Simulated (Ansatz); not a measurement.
**HfH (quartet): from Hartree-Fock to the top rungs at distance Hf1–H2 = 4.055 Å, def2-TZVP**

The task here is to estimate one member of a computed series from the others.

Program: Ansatz 0.2.0, Gaussian basis. Level of theory: def2-TZVP, core rule «outside noble gas», up to 4 orbitals frozen. These are calculated values, not measurements.

Plan: UHF; CCSD(T) on ROHF; CCSD(T) on UHF; CISD as a restricted active space (open shells left free, so some higher excitations enter); CCSDT(Q) on ROHF; CCSDT(Q) on UHF; CASSCF and MRCISD+Q, 5 electrons in 5 orbitals; CASSCF and NEVPT2, 5 electrons in 5 orbitals; Full CI.

33 further runs of the same task are left out: 22 for a known fault of the program, 8 that didn't finish, 3 set aside as unsound or not needed. Runs told in other sessions of the task aren't counted.

### The geometry

The geometry derives from a PBE0/def2-TZVP stationary point (not a proven minimum). One bond is set to the value named and the two fragments are kept rigid. No spin-orbit coupling is included. Elements past krypton take def2 core potentials.

2 atoms, charge 0, spin multiplicity 4.

Atoms are counted from 1 here; the program's logs count them from 0.

No contacts short enough for the rule that draws bonds.

Set-up of the first run:

The input, in.yaml:

```yaml
crystal:
  periodic: [false, false, false]
  atoms:
    - {symbol: Hf, position_ang: [0.000000, 0.000000, 0.000000]}
    - {symbol: H, position_ang: [0.000000, 0.000000, 4.055000]}
basis:
  gaussian: {orbitals: def2-TZVP}
magnetization: {spin_polarized: true, initial_magnetization: 3}
hamiltonian: {xc: hf}
output: {orbitals: {seedname: orbitals}}
```

On the command line:

```
$ ansatz run in.yaml --threads 1 --pin off --events-out ev --progress --plain --max-ram 2393MiB
```

Steps of the session up to this table: UHF; CCSD(T) on ROHF; CCSD(T) on UHF; CISD as a restricted active space (open shells left free, so some higher excitations enter); CCSDT(Q) on ROHF; CCSDT(Q) on UHF; CASSCF and MRCISD+Q, 5 electrons in 5 orbitals; CASSCF and NEVPT2, 5 electrons in 5 orbitals; Full CI.

One of the session's tables, all rows but one given; the rest of the session is left out.

```
       method  from FCI (meV)
         ROHF         +1678.0
          UHF         +1561.2
         RMP2          +485.3
         UMP2          +430.3
         CISD               ?
        RCCSD          +104.6
        UCCSD           +34.4
     RCCSD(T)           +33.5
     UCCSD(T)           -33.0
       RCCSDT            -0.5
       UCCSDT           -66.2
    RCCSDT(Q)            -3.1
    UCCSDT(Q)           -68.6
  CASSCF pair         +1312.7
  NEVPT2 pair          +578.7
  MRCISD pair          +109.0
MRCISD+Q pair           +16.2
          FCI               0
```

Q: Estimate the row for CISD from the others.

The run gave: from FCI (meV): +118.1. In the column «from FCI (meV)» it lies between MRCISD pair (+109.0) and UMP2 (+430.3).

Limits of these values: UCCSD(T), UCCSDT, RCCSDT(Q), UCCSDT(Q) fall below full CI: unrestricted runs freeze a spin-polarised core, another one than full CI's, and coupled cluster isn't variational. Levels on UHF freeze UHF's core orbitals, full CI those of ROHF, so the U rows can settle a little off it for that reason alone. Restricted and unrestricted rows rest on different reference determinants; a gap between their highest levels can come from leftover correlation error, from unlike frozen cores or from another state.
